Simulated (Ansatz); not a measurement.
# CH3BClN: one species, many methods

An exercise on one series of results from a longer session: the logs are not shown, and one member is left open.

The runs use Ansatz 0.2.0, Gaussian basis; functionals in def2-TZVPP, the program's frozen cores in correlated methods.

Plan: LDA (SPW92), PBE-D4, revPBE-D4, BLYP-D4, r2SCAN-D4, B97M-V, PBE0-D4, B3LYP-D4, r2SCANh-D4, r2SCAN0-D4, HSE06-D4, BHLYP-D4, CAM-B3LYP-D4, LC-ωPBE, ωB97X-V, ωB97M-V, B2PLYP, PBE-QIDH; CCSD(T)/def2-SVP; CCSD(T)/def2-TZVPP; MP2/def2-QZVPP; extrapolation to the limit; RPA on PBE.

## The geometry

An earlier PBE0-D4 in a triple-zeta def2 set relaxation fixed the geometry.

7 atoms, charge 0, spin multiplicity 1.

Atoms are counted from 1 here; the program's logs count them from 0.

Bond lengths: B1–N2 1.362 Å, B1–H5 1.195 Å, B1–H6 1.195 Å, N2–C3 1.226 Å, C3–Cl4 1.745 Å, C3–H7 1.088 Å. Angles: N2–B1–H5 118.6°, N2–B1–H6 118.6°, H5–B1–H6 122.7°, B1–N2–C3 176.1°, N2–C3–Cl4 123.5°, N2–C3–H7 125.0°, Cl4–C3–H7 111.5°.

The first run:

in.yaml

```yaml
crystal:
  periodic: [false, false, false]
  atoms:
    - {symbol: B, position_ang: [-0.196794, 1.329311, -0.177313]}
    - {symbol: N, position_ang: [-0.115287, -0.014285, 0.028246]}
    - {symbol: C, position_ang: [0.038659, -1.219328, 0.190143]}
    - {symbol: Cl, position_ang: [1.553074, -2.043321, -0.082352]}
    - {symbol: H, position_ang: [-0.512863, 1.724755, -1.260279]}
    - {symbol: H, position_ang: [0.031185, 2.063831, 0.737864]}
    - {symbol: H, position_ang: [-0.736774, -1.908965, 0.517890]}
basis:
  gaussian: {orbitals: def2-TZVPP}
hamiltonian: {xc: lda}
output: {orbitals: {seedname: orbitals}}
```

Launch:

```bash
ansatz run in.yaml --threads 2 --pin off --events-out ev --progress --plain --max-ram 4352MiB
```

Steps of the session up to this table: LDA; PBE-D4 (GGA); revPBE-D4 (GGA); BLYP-D4 (GGA); r2SCAN-D4 (meta-GGA); B97M-V (meta-GGA); B3LYP-D4 (hybrid); r2SCANh-D4 (hybrid); r2SCAN0-D4 (hybrid); HSE06-D4 (hybrid); BHLYP-D4 (hybrid); CAM-B3LYP-D4 (range-separated); LC-ωPBE (range-separated); ωB97X-V (range-separated); ωB97M-V (range-separated); B2PLYP (double hybrid); PBE-QIDH (double hybrid).

One table of the session follows, with a row left open; its other results are not shown here.

It belongs to the step «Frontier levels by functional». 

| functional | HOMO (eV) | gap (eV) |
| --- | --- | --- |
| LDA (SPW92) | -7.27 | 4.96 |
| PBE-D4 | -7.16 | 5.07 |
| revPBE-D4 | -7.12 | 5.11 |
| BLYP-D4 | -7.04 | 5.09 |
| r2SCAN-D4 | -7.42 | 5.52 |
| B97M-V | -7.48 | 5.66 |
| PBE0-D4 | -8.41 | 7.35 |
| B3LYP-D4 | -8.20 | 6.90 |
| r2SCANh-D4 | -7.88 | 6.36 |
| r2SCAN0-D4 | -8.58 | 7.63 |
| HSE06-D4 | -8.01 | 6.57 |
| BHLYP-D4 | -9.56 | 9.70 |
| CAM-B3LYP-D4 | -9.75 | 9.87 |
| LC-ωPBE | -11.11 | 12.40 |
| ωB97X-V | ? | ? |
| ωB97M-V | -10.58 | 11.72 |

Estimate the missing values for ωB97X-V.

**Answer.** HOMO (eV): -10.73; gap (eV): 11.97. In the column «HOMO (eV)» it lies between LC-ωPBE (-11.11) and ωB97M-V (-10.58).
